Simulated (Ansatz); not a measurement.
Geometry optimisation, DFT PBE, scalar-relativistic, plane waves, PAW in Ansatz.

input.yaml

```yaml
crystal:
  lattice:
    - [5.792, 0.0, 0.0]
    - [-2.896, 5.016019, 0.0]
    - [0.0, 0.0, 20.09725]
  atoms:
    - { symbol: W, position: [0.0, 0.0, 0.0497581] }
    - { symbol: C, position: [0.3333333, 0.1666667, 0.1203871] }
    - { symbol: W, position: [0.0, 0.0, 0.1910162] }
    - { symbol: C, position: [0.3333333, 0.1666667, 0.2616452] }
    - { symbol: W, position: [0.0, 0.0, 0.3322743] }
    - { symbol: C, position: [0.3333333, 0.1666667, 0.4029034] }
    - { symbol: W, position: [0.0, 0.5, 0.0497581] }
    - { symbol: C, position: [0.3333333, 0.6666667, 0.1203871] }
    - { symbol: W, position: [0.0, 0.5, 0.1910162] }
    - { symbol: C, position: [0.3333333, 0.6666667, 0.2616452] }
    - { symbol: W, position: [0.0, 0.5, 0.3322743] }
    - { symbol: C, position: [0.3333333, 0.6666667, 0.4029034] }
    - { symbol: W, position: [0.5, 0.0, 0.0497581] }
    - { symbol: C, position: [0.8333333, 0.1666667, 0.1203871] }
    - { symbol: W, position: [0.5, 0.0, 0.1910162] }
    - { symbol: C, position: [0.8333333, 0.1666667, 0.2616452] }
    - { symbol: W, position: [0.5, 0.0, 0.3322743] }
    - { symbol: C, position: [0.8333333, 0.1666667, 0.4029034] }
    - { symbol: W, position: [0.5, 0.5, 0.0497581] }
    - { symbol: C, position: [0.8333333, 0.6666667, 0.1203871] }
    - { symbol: W, position: [0.5, 0.5, 0.1910162] }
    - { symbol: C, position: [0.8333333, 0.6666667, 0.2616452] }
    - { symbol: W, position: [0.5, 0.5, 0.3322743] }
    - { symbol: C, position: [0.8333333, 0.6666667, 0.4029034] }
    - { symbol: P, position: [0.65506, 0.8459128, 0.4501735] }
basis:
  ecutwfc: 420.0
kpoints:
  mp_grid: { grid: [3, 3, 1] }
hamiltonian:
  xc: pbe
  pseudopotentials: { kind: paw, azcp: { folder: soft_1 } }
scf:
  occupations: { method: gaussian, width: 0.1 }
  lower_state_search: "off"
relax:
  f_tol: 0.03
  max_steps: 60
  adjacent_minimum: "off"
  constraints: [{ sites: [0, 1, 6, 7, 12, 13, 18, 19] }]
output:
  write_density: true
  write_potential: true
  elf: true
  volumetric_format: npy
```

Run as:

```bash
$ ansatz run input.yaml --threads 4 --pin off --max-ram 10240MiB --backend cpu --events-out ev --progress --plain --runs-dir out
```

Problem. Where does it end, and by what steps?

Solution. The forces met the threshold. Limits of this set-up: coarse k mesh, thin slab, slab without dipole correction, odd electron count without spin, a typed lattice constant that wasn't relaxed here. After 5 steps the energy has fallen by 2.047 eV; C6 moved furthest, 0.29 Å.

| step | energy less start (eV) | largest force component (eV/Å) | accepted |
| --- | --- | --- | --- |
| 0 | 0.0000 | 4.650 | yes |
| 1 | -1.8302 | 1.041 | yes |
| 2 | -1.9642 | 0.700 | yes |
| 3 | -2.0370 | 0.458 | yes |
| 4 | -2.0463 | 0.106 | yes |
| 5 | -2.0470 | 0.009 | yes |

```xyz
25
Lattice="5.7920 0.0000 0.0000 -2.8960 5.0160 0.0000 0.0000 0.0000 20.0972" Properties=species:S:1:pos:R:3
W 0.000 0.000 1.000
C 1.448 0.836 2.419
W 0.000 0.000 3.848
C 1.448 0.836 5.213
W 0.004 0.003 6.703
C 1.448 0.836 7.807
W -1.448 2.508 1.000
C 0.000 3.344 2.419
W -1.448 2.508 3.862
C -0.016 3.335 5.247
W -1.448 2.508 6.820
C 0.052 3.374 8.029
W 2.896 0.000 1.000
C 4.344 0.836 2.419
W 2.896 0.000 3.848
C 4.344 0.854 5.247
W 2.892 0.003 6.703
C 4.344 0.775 8.029
W 1.448 2.508 1.000
C 2.896 3.344 2.419
W 1.448 2.508 3.848
C 2.912 3.335 5.247
W 1.448 2.503 6.703
C 2.844 3.374 8.030
P 1.448 4.180 8.840
```

Whether the end is a true minimum wasn't checked by a vibrational analysis.

Time of the run: 84 s on 4 threads of Intel(R) Xeon(R) Platinum 8259CL CPU @ 2.50GHz (Skylake/Cascade Lake) (shared host), peak memory 2 GiB.
